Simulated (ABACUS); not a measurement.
Ba2Tl5V3O12 in ABACUS: the effect of starting spin order

The system is Ba2Tl5V3O12.

```
CELL_PARAMETERS angstrom
4.23698 2.44622 6.12840
-4.23698 2.44622 6.12840
0.00000 -4.89244 6.12840
ATOMIC_POSITIONS crystal
Ba 0.50000 0.50000 0.50000
Ba 0.00000 0.00000 0.00000
V 0.50000 0.50000 0.00000
V 0.00000 0.50000 0.50000
V 0.50000 0.00000 0.50000
Tl 0.00000 0.00000 0.50000
Tl 0.50000 0.00000 0.00000
Tl 0.00000 0.50000 0.00000
Tl 0.74045 0.74045 0.74045
Tl 0.25955 0.25955 0.25955
O 0.71652 0.08089 0.41242
O 0.41242 0.71652 0.08089
O 0.08089 0.41242 0.71652
O 0.58757 0.91911 0.28348
O 0.91911 0.28348 0.58757
O 0.28348 0.58757 0.91911
O 0.28348 0.91911 0.58757
O 0.58757 0.28348 0.91911
O 0.91911 0.58757 0.28348
O 0.41242 0.08089 0.71652
O 0.08089 0.71652 0.41242
O 0.71652 0.41242 0.08089
```

The cell was built by a generator and needn't be a form met in nature.

Alike in all runs:

* Program: ABACUS 3.10.1
* Task: single point
* Functional: PBE
* Potentials or basis: PseudoDojo NC SR 0.4.1 PBE standard
* Cutoff: 1361 eV
* Density cutoff: 5442 eV
* Basis: DZP LCAO (the cutoffs set its grid)
* k mesh: 2 × 2 × 2
* Occupations: fermi-dirac, width 0.05 eV

```tsv
starting spin order	spin	starting moments	energy over the lowest run (meV/atom)	largest force (eV/Å)	final net moment (μB)	final largest site moment (μB)
no spin	no spin polarisation	-	5.3	0.20	0.00	0.00
fm	collinear spin, ferromagnetic start	[0.0, 0.0, 2.0, 2.0, 2.0, 0.0, 0.0, 0.0, 0.0, 0.0, 0.0, 0.0, 0.0, 0.0, 0.0, 0.0, 0.0, 0.0, 0.0, 0.0, 0.0, 0.0] μB	0.0	0.15	-1.45	0.53
fm, larger start moments	collinear spin, ferromagnetic start	[0.0, 0.0, 3.5, 3.5, 3.5, 0.0, 0.0, 0.0, 0.0, 0.0, 0.0, 0.0, 0.0, 0.0, 0.0, 0.0, 0.0, 0.0, 0.0, 0.0, 0.0, 0.0] μB	0.0	0.15	-1.45	0.53
afm	collinear spin, antiferromagnetic start	[0.0, 0.0, 2.0, -2.0, 2.0, 0.0, 0.0, 0.0, 0.0, 0.0, 0.0, 0.0, 0.0, 0.0, 0.0, 0.0, 0.0, 0.0, 0.0, 0.0, 0.0, 0.0] μB	?	?	?	?
ferri	collinear spin, ferrimagnetic start	[0.0, 0.0, 2.0, -1.0, 2.0, 0.0, 0.0, 0.0, 0.0, 0.0, 0.0, 0.0, 0.0, 0.0, 0.0, 0.0, 0.0, 0.0, 0.0, 0.0, 0.0, 0.0] μB	0.0	0.15	-1.45	0.53
```

What does the run with starting spin order afm give?

Energy over the lowest run 4.6 meV/atom; largest force 0.18 eV/Å; final net moment -0.01 μB; final largest site moment 0.37 μB.

Caveats: all runs use coarse meshes; the atomic orbitals were generated for these runs and aren't a published set; this release of the barium file is off.
